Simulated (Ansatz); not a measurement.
# In3Sb: the cost of one run

Program: Ansatz 0.2.0. Level of theory: DFT LDA, scalar-relativistic, plane waves, PAW. These are calculated values, not measurements.

72 further runs of the same task are left out: 72 set aside as unsound or not needed. Runs told in other sessions of the task aren't counted.

### Step 1. The starting structure

Symmetry: Pm-3m, No. 221, cubic system. The conventional cell has a = 4.674 Å, b = 4.674 Å, c = 4.674 Å, α = 90.00°, β = 90.00°, γ = 90.00°. In (site symmetry 4/mmm) is surrounded by 8 In at 3.30 Å and 4 Sb at 3.30 Å. Sb (site symmetry m-3m) has 12 In at 3.30 Å in its first shell of neighbours.

Coordinates:

```cif
data_structure
_symmetry_space_group_name_H-M 'Pm-3m'
_symmetry_Int_Tables_number 221
_cell_length_a 4.6739
_cell_length_b 4.6739
_cell_length_c 4.6739
_cell_angle_alpha 90.000
_cell_angle_beta 90.000
_cell_angle_gamma 90.000
_cell_volume 102.10
loop_
_atom_site_label
_atom_site_type_symbol
_atom_site_symmetry_multiplicity
_atom_site_Wyckoff_symbol
_atom_site_fract_x
_atom_site_fract_y
_atom_site_fract_z
_atom_site_occupancy
In1 In 3 c 0.50000 0.50000 0.00000 1
Sb1 Sb 1 a 0.00000 0.00000 0.00000 1
```

It goes back to an entry of the Materials Project, which need not be the stable form.

This cell was relaxed beforehand with the same method: volume 25.53 Å³/atom, gap on the mesh none (metal).

### Step 2. Plan of the line

The energy is mapped over volume and the cell's shape.

The axes are (1) volume per atom: 11 values from 22.46 to 28.59 Å³; (2) length along [111] over the lengths across it, relative to the cubic cell: 11 values from 0.886 to 1.128.

Nothing else is relaxed (symmetry fixes all fractional coordinates). Energies count from the relaxed crystal. Points are written as (first, second).

### Step 3. Grid point (27.98 Å³, 0.886)

input.yaml reads:

```yaml
crystal:
  lattice:
    - [4.8266490654, -0.1899623524, -0.1899623524]
    - [-0.1899623524, 4.8266490654, -0.1899623524]
    - [-0.1899623524, -0.1899623524, 4.8266490654]
  atoms:
    - { symbol: In, position: [0.5, 0.5, 0.0] }
    - { symbol: In, position: [0.5, 0.0, 0.5] }
    - { symbol: In, position: [0.0, 0.5, 0.5] }
    - { symbol: Sb, position: [0.0, 0.0, 0.0] }
basis:
  ecutwfc: 420
kpoints:
  mp_grid: { grid: [10, 10, 10] }
hamiltonian:
  xc: lda
  pseudopotentials: { kind: paw, azcp: { folder: soft_1 } }
scf:
  occupations: { method: gaussian, width: 0.15 }
output:
  forces: true
  stress: true
  eigenvalues: true
```

On the command line:

```bash
$ ansatz run input.yaml --threads 2 --pin off --max-ram 4096MiB --backend cpu --events-out ev --progress --plain --runs-dir out
```

What time and memory should one allow on 2 threads of AMD EPYC 9R45 (Zen 5), shared host?

About 3.8 s, with a peak of 0.62 GiB.
